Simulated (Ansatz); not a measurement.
# CH2FNO2Si: the cost of one run

The runs use Ansatz 0.2.0, Gaussian basis; the settings change from run to run.

### Step 1. The relaxed structure

The structure was relaxed beforehand with PBE0-D4 in a triple-zeta def2 set.

8 atoms, charge 0, spin multiplicity 1.

Atoms are counted from 1 here; the program's logs count them from 0.

Bond lengths: O1–C2 1.191 Å, C2–N3 1.397 Å, C2–Si4 1.840 Å, N3–Si4 1.704 Å, N3–H7 1.015 Å, Si4–O5 1.617 Å, Si4–F6 1.577 Å, O5–H8 0.959 Å. Angles: O1–C2–N3 133.9°, O1–C2–Si4 164.3°, N3–C2–Si4 61.8°, C2–N3–Si4 72.0°, C2–N3–H7 128.6°, Si4–N3–H7 159.3°, C2–Si4–N3 46.2°, C2–Si4–O5 130.4°, C2–Si4–F6 124.3°, N3–Si4–O5 122.4°, N3–Si4–F6 117.9°, O5–Si4–F6 103.7°, Si4–O5–H8 117.8°.

### Step 2. wB97X/def2-TZVP

Set apart from the defaults: density fitting with def2-universal-jkfit, high accuracy.

in.yaml

```yaml
crystal:
  periodic: [false, false, false]
  atoms:
    - {symbol: O, position_ang: [1.986855, 1.097831, 0.977272]}
    - {symbol: C, position_ang: [0.987347, 0.562360, 0.613655]}
    - {symbol: N, position_ang: [0.566886, -0.768993, 0.556582]}
    - {symbol: Si, position_ang: [-0.694667, 0.207879, -0.042980]}
    - {symbol: O, position_ang: [-1.223704, 0.099183, -1.567627]}
    - {symbol: F, position_ang: [-2.019562, 0.307373, 0.806261]}
    - {symbol: H, position_ang: [1.056851, -1.601878, 0.866192]}
    - {symbol: H, position_ang: [-0.567707, 0.039146, -2.265056]}
basis:
  gaussian: {orbitals: def2-TZVP, fitting: {mean_field: def2-universal-jkfit}}
hamiltonian: {xc: {name: wB97X}}
accuracy: high
output: {forces: true}
```

On the command line:

```console
$ ansatz run in.yaml --threads 4 --pin off --events-out ev --progress --plain --max-ram 10444MiB
```

Q: Estimate wall time and peak memory on 4 threads of Arm Neoverse V1, shared host.

About 17 s, with a peak of 0.69 GiB.
